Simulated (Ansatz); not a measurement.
Wanted: the native input for an Ansatz 0.2.0 run.

```
Task                                : band structure
Functional                          : PBEsol
Potentials or basis                 : PseudoDojo stringent (PBEsol files)
Cutoff                              : 1361 eV
Density cutoff                      : 5442 eV
k mesh                              : 6 × 6 × 6
Occupations                         : fermi-dirac, width 0.05 eV
Spin                                : no spin polarisation
Path                                : [["G", "X", "W", "K", "G", "L", "U", "W", "L", "K"], ["U", "X"]]
Points for each segment of the path : 14
```

InSb3:

```
Sb In
1.0
     0.00000    3.79455    3.79455
     3.79455    0.00000    3.79455
     3.79455    3.79455    0.00000
Sb In
3 1
Direct
  0.50000 0.50000 0.50000
  0.75000 0.75000 0.75000
  0.25000 0.25000 0.25000
  0.00000 0.00000 0.00000
```

The cell comes from a database or a generator and needn't be the stable form of this composition.

One way to write it, as run:

input.yaml

```yaml
crystal:
  lattice:
    - [0.0, 3.794555, 3.794555]
    - [3.794555, 0.0, 3.794555]
    - [3.794555, 3.794555, 0.0]
  atoms:
    - { symbol: Sb, position: [0.5, 0.5, 0.5] }
    - { symbol: Sb, position: [0.75, 0.75, 0.75] }
    - { symbol: Sb, position: [0.25, 0.25, 0.25] }
    - { symbol: In, position: [0.0, 0.0, 0.0] }
hamiltonian:
  xc: pbesol
  pseudopotentials: { kind: nc, accuracy: stringent }
kpoints:
  mp_grid: { grid: [6, 6, 6] }
  band_path:
    path:
      - [[0.0, 0.0, 0.0], [0.5, 0.0, 0.5], [0.5, 0.25, 0.75], [0.375, 0.375, 0.75], [0.0, 0.0, 0.0], [0.5, 0.5, 0.5], [0.625, 0.25, 0.625], [0.5, 0.25, 0.75], [0.5, 0.5, 0.5], [0.375, 0.375, 0.75]]
      - [[0.625, 0.25, 0.625], [0.5, 0.0, 0.5]]
    npoints: 14
scf:
  occupations: { method: fermi_dirac, width: 0.05 }
  n_extra_bands: 10
output:
  forces: true
  stress: true
  eigenvalues: true
  fatbands: false
```

Potentials or basis: PseudoDojo stringent (PBEsol files).

Run with:

```console
$ ansatz run input.yaml --threads 2 --pin off --max-ram 5632MiB --backend cpu --events-out ev --progress --plain --runs-dir out
```

It gave:

The pressure is -3.0 GPa. The band gap on the k mesh is none (metal or under the smearing width).

Caveat: spin-orbit coupling is left out, which moves the levels of the heavy elements.

It took 46 s on 2 threads of Arm Neoverse V2 (shared host), peak memory 2.3 GiB.
